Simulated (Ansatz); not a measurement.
RhN:

```
Rh N
1.0
     2.96283    0.00000    0.00000
    -1.48141    2.56588    0.00000
     0.00000    0.00000    2.89157
Rh N
1 1
Cartesian
  0.0000 0.0000 0.0000
  1.4814 0.8553 1.4458
```

The cell comes from a database or a generator and needn't be the stable form of this composition.

Program: Ansatz 0.2.0. Alike in all runs: task single point; potentials or basis Ansatz PAW; cell as given; k mesh 7 × 7 × 7; cutoff (eV) 420; smearing gaussian 0.05 eV.

Q: Order these runs on this cell by their pressure, lowest first.
A. level PBEsol+U; spin collinear, program default start; U Rh d U = 5 eV
B. level PBE+U; spin collinear, program default start; U Rh d U = 7 eV; fixed moment (μB) 0
C. level PBE+U; spin collinear, random start; U Rh d U = 2 eV

A: A (-20.3 GPa), C (-11.3 GPa), B (11.0 GPa).

Caveats: the magnetic or orbital state may not be the lowest; the PAW data sets come from PBE, with cores solved anew for the run's functional, which leaves a small shift of forces and pressure (some runs); the starting moments weren't kept (some runs); the total moment is fixed, so each spin has its own Fermi level (some runs); the thresholds are loose for stress (some runs).
